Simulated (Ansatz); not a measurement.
# BF3H2: the cost of one run

Program: Ansatz 0.2.0. Level of theory: RKS PBE0/def2-SVPD. These are calculated values, not measurements.

### Step 1. The starting structure

Bond lengths: B1–F2 1.680 Å, B1–F3 1.301 Å, B1–F4 1.303 Å. Angles: F2–B1–F3 108.8°, F2–B1–F4 108.9°, F3–B1–F4 123.5°.

Coordinates:

```xyz
6

B    -0.2229   -0.2075   -0.3321
F     0.4348   -0.4668    1.1921
F     0.4708   -0.8762   -1.2062
F    -1.5216   -0.2668   -0.2476
H     0.5243    0.6296    0.6886
H     0.3145    1.1877   -0.0947
```

### Step 2. Pulling towards end A

Springs on the bonds that form and break draw the guess towards this end; the thresholds are loose.

Input file input.yaml:

```yaml
crystal:
  periodic: [false, false, false]
  atoms:
    - { symbol: B, position_ang: [-0.2229, -0.2075, -0.3321] }
    - { symbol: F, position_ang: [0.4348, -0.4668, 1.1921] }
    - { symbol: F, position_ang: [0.4708, -0.8762, -1.2062] }
    - { symbol: F, position_ang: [-1.5216, -0.2668, -0.2476] }
    - { symbol: H, position_ang: [0.5243, 0.6296, 0.6886] }
    - { symbol: H, position_ang: [0.3145, 1.1877, -0.0947] }
basis:
  gaussian: { orbitals: def2-SVPD }
hamiltonian:
  xc: pbe0
relax:
  f_tol: 0.15
  max_steps: 25
  restrain:
    - { distance: [0, 5], at: 2.45, k: 30.0 }
    - { distance: [4, 1], at: 2.18, k: 30.0 }
    - { distance: [0, 1], at: 1.41, k: 30.0 }
    - { distance: [4, 5], at: 0.62, k: 30.0 }
```

On the command line:

```sh
> ansatz run input.yaml --threads 2 --pin off --max-ram 3072MiB --backend cpu --events-out ev --progress --plain --runs-dir out
```

What time and memory should one allow on 2 threads of Arm Neoverse V1, shared host?

About 11 s, with a peak of 0.17 GiB.
